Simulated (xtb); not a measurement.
**triplet BrCl at 3 levels**

Wanted: a comparison of 3 runs (GFN0-xTB, GFN1-xTB, GFN2-xTB) of triplet BrCl. 

Program for the calculation: xtb 6.7.1.

6 further runs of the same task are left out: 6 set aside as unsound or not needed.

## Step 1: The system as given

The species is BrCl (2 atoms), meant as a triplet with charge 0. As SMILES of the parent species, `ClBr`. The bond length is the one measured for the parent species. That shape belongs to the parent species and isn't relaxed for this state.

Bond lengths: Cl1–Br2 2.136 Å.

## Step 2: Energy and gradient at GFN0-xTB (run 1)

The input, detailed.inp:

```
$chrg 0
$spin 2
$end
```

The input, start.xyz:

```xyz
2

Cl     0.000000     0.000000     0.000000
Br     0.000000     0.000000     2.136065
```

On the command line:

```sh
$ xtb start.xyz --json --grad --gfn0 --input detailed.inp | tee out.txt
```

The program printed:

```text
* xtb version 6.7.1
[...]
          :  # basis functions                  20          :
[...]
          :  # electrons                        14          :
[...]
 Zeroth order Hamiltonian       ...        0 min,  0.000 sec ( 10.660%)
[...]
         ::                     SUMMARY                     ::
         :::::::::::::::::::::::::::::::::::::::::::::::::::::
         :: total energy              -7.838414450125 Eh    ::
         :: gradient norm              0.091146091487 Eh/a0 ::
         :: HOMO-LUMO gap              6.472642469297 eV    ::
         ::.................................................::
         :: H0 energy                 -7.838053504119 Eh    ::
         :: repulsion energy           0.001637761978 Eh    ::
         :: electrostat energy        -0.001740574317 Eh    ::
         :: -> Gsolv                   0.000000000000 Eh    ::
         ::    -> Gsasa                0.000000000000 Eh    ::
         ::    -> Gshift               0.000000000000 Eh    ::
         :: dispersion energy         -0.000258133667 Eh    ::
         :: short-range corr.          0.000000000000 Eh    ::
         :: add. restraining           0.000000000000 Eh    ::
         :: total charge               0.000000000000 e     ::
         :::::::::::::::::::::::::::::::::::::::::::::::::::::
[...]
         8        1.0000           -0.3085659              -8.3965 (HOMO)
         9                         -0.0707007              -1.9239 (LUMO)
[...]
          | TOTAL ENERGY               -7.838414450125 Eh   |
          | GRADIENT NORM               0.091146091487 Eh/α |
          | HOMO-LUMO GAP               6.472642469297 eV   |
           -------------------------------------------------
[...]
```

Standard error:

```text
normal termination of xtb
```

It took 0.09 s on 1 thread of AMD EPYC 7R43 (Zen 3), shared host.

## Step 3: Energy and forces at GFN1-xTB (run 2)

The input, struc.xyz:

```xyz
2

Cl     0.00000000     0.00000000     0.00000000
Br     0.00000000     0.00000000     2.13606500
```

On the command line:

```sh
$ xtb struc.xyz --uhf 2 --grad --gfn 1 > struc.out
```

The program printed:

```text
* xtb version 6.7.1
[...]
          :  # basis functions                  20          :
[...]
          :  # electrons                        14          :
[...]
          :  Hamiltonian                  GFN1-xTB          :
[...]
          :  net charge                          0          :
          :  unpaired electrons                  2          :
[...]
   *** convergence criteria satisfied after 10 iterations ***
[...]
         ::                     SUMMARY                     ::
         :::::::::::::::::::::::::::::::::::::::::::::::::::::
         :: total energy              -8.004347884318 Eh    ::
         :: gradient norm              0.109566485070 Eh/a0 ::
         :: HOMO-LUMO gap              5.522070060998 eV    ::
         ::.................................................::
         :: SCC energy                -8.008807116323 Eh    ::
         :: -> electrostatic           0.000134868463 Eh    ::
         :: repulsion energy           0.004851150461 Eh    ::
         :: dispersion energy         -0.000391918456 Eh    ::
         :: halogen bond corr.         0.000000000000 Eh    ::
         :: add. restraining           0.000000000000 Eh    ::
         :: total charge              -0.000000000000 e     ::
         :::::::::::::::::::::::::::::::::::::::::::::::::::::
[...]
         8        1.0000           -0.3153339              -8.5807 (HOMO)
         9                         -0.1124015              -3.0586 (LUMO)
[...]
          | TOTAL ENERGY               -8.004347884318 Eh   |
          | GRADIENT NORM               0.109566485070 Eh/α |
          | HOMO-LUMO GAP               5.522070060998 eV   |
           -------------------------------------------------
[...]
```

Standard error:

```text
normal termination of xtb
```

Wall time 0.078 s (1 thread of AMD EPYC 7R43 (Zen 3), shared host).

## Step 4: Energy and forces at GFN2-xTB (run 3)

The input, coord:

```
$coord
      0.000000000000      0.000000000000      0.000000000000  cl
      0.000000000000      0.000000000000      4.036577834399  br
$end
```

On the command line:

```sh
$ xtb coord --gfn 2 -u 2 --json --grad > coord.out 2> xtb.err
```

The program printed:

```text
* xtb version 6.7.1
[...]
          :  # basis functions                  20          :
[...]
          :  # electrons                        14          :
[...]
          :  Hamiltonian                  GFN2-xTB          :
[...]
          :  net charge                          0          :
          :  unpaired electrons                  2          :
[...]
   *** convergence criteria satisfied after 12 iterations ***
[...]
         ::                     SUMMARY                     ::
         :::::::::::::::::::::::::::::::::::::::::::::::::::::
         :: total energy              -8.517717414623 Eh    ::
         :: gradient norm              0.132068568819 Eh/a0 ::
         :: HOMO-LUMO gap              8.419023976306 eV    ::
         ::.................................................::
         :: SCC energy                -8.519017590105 Eh    ::
         :: -> isotropic ES            0.000014000920 Eh    ::
         :: -> anisotropic ES          0.002507450020 Eh    ::
         :: -> anisotropic XC         -0.010259427429 Eh    ::
         :: -> dispersion             -0.000859726191 Eh    ::
         :: repulsion energy           0.001300175482 Eh    ::
         :: add. restraining           0.000000000000 Eh    ::
         :: total charge               0.000000000000 e     ::
         :::::::::::::::::::::::::::::::::::::::::::::::::::::
[...]
         8        1.0000           -0.3358365              -9.1386 (HOMO)
         9                         -0.0264431              -0.7196 (LUMO)
[...]
          | TOTAL ENERGY               -8.517717414623 Eh   |
          | GRADIENT NORM               0.132068568819 Eh/α |
          | HOMO-LUMO GAP               8.419023976306 eV   |
           -------------------------------------------------
[...]
```

Standard error:

```text
normal termination of xtb
```

Wall time 0.086 s (1 thread of AMD EPYC 7R43 (Zen 3), shared host).

## Step 5: All runs side by side

```csv
run,level,energy (Eh),dipole moment (D),HOMO energy (eV),LUMO energy (eV),wall time
1,GFN0-xTB,-7.838414,1.29,-8.40,-1.92,0.09 s
2,GFN1-xTB,-8.004348,0.65,-8.58,-3.06,0.078 s
3,GFN2-xTB,-8.517717,1.27,-9.14,-0.72,0.086 s
```

## Step 6: Summary of results

| quantity | value |
| --- | --- |
| run 3: total energy | -8.51772 Eh |
| run 3: dipole moment | 1.27 D |
| run 3: HOMO energy (partly filled) | -9.14 eV |
| run 3: LUMO energy | -0.72 eV |
| run 3: dispersion energy | -2.26 kJ/mol |
| run 3: largest force on an atom | 4.802 eV/Å |
| run 3: mean polarisability (D4 model) | 37.2 bohr³ |

The dipole moment (its size) runs from 0.65 D (GFN1-xTB) to 1.29 D (GFN0-xTB). The two dipoles point in opposite directions. Force-field and semi-empirical energies have zeros of their own, so their totals don't compare. All runs together took 0.25 s, the longest 0.09 s.
